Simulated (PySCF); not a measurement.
# TlF+: from the state search to spectroscopic constants

One table from this session's results is given with a row withheld; the runs are named, their logs left out.

Computed with PySCF 2.14.0. Level: Tl aug-cc-pVDZ-PP with ECP60, F aug-cc-pVDZ, scalar-relativistic core potentials.

The first run:

The job is set up so:

```yaml
atoms: Tl, F
charge: 1
basis: Tl aug-cc-pVDZ-PP with ECP60, F aug-cc-pVDZ
Hamiltonian: scalar-relativistic core potentials
basis_functions: 55
electrons_treated: 29
masses_in_u: 204.9744, 18.9984
levels: PBE0, PBE, r²SCAN, BLYP, revPBE, M06-2X, ωB97X, HF, MP2, SCS-MP2, CCSD, CCSD(T)
grid: 80 radial by 434 angular points
occupations: held fixed by the projection of orbital angular momentum
dissociation_limit: Tl+ + F, each in its ground configuration
starting_distance_in_angstrom: 2.145
values_of_2S_to_try: 1, 3
```

The run is started by

```
OMP_NUM_THREADS=1 python dia.py task.json out
```

Among the steps run: Set-up; PBE0 along the bond; Other states along the same grid; PBE (GGA); r²SCAN (meta-GGA); BLYP (GGA); revPBE; M06-2X (hybrid meta-GGA); ωB97X (range-separated hybrid); UHF (mean field); MP2 and coupled cluster.

One of the session's tables, all rows but one given; the rest of the session is left out.

```
      level  Re (Å)  ωe (cm⁻¹)  De (eV)
   UHF-CCSD   2.079        322   -0.028
UHF-CCSD(T)   2.066        348    0.046
        PBE       ?          ?        ?
     revPBE   2.156        308    0.263
       BLYP   2.165        310    0.336
     r²SCAN   2.107        332    0.325
       PBE0   2.147      265.0    0.117
      ωB97X   2.152      242.3    0.117
```

Estimate the missing values for PBE.

The run gave: Re (Å): 2.126; ωe (cm⁻¹): 341; De (eV): 0.441. In the column «Re (Å)» it lies between r²SCAN (2.107) and PBE0 (2.147).

De is counted to Tl+ + F in their ground configurations. No constants: UHF (no minimum is bracketed among the points kept); UHF-MP2 (the lowest point is the short end of the scan); UHF-SCS-MP2 (no minimum is bracketed among the points kept); M06-2X (no minimum is bracketed among the points kept).

Caveats from the session: The bond is weak, and basis-set superposition, which was not computed, may be a sizeable part of it.
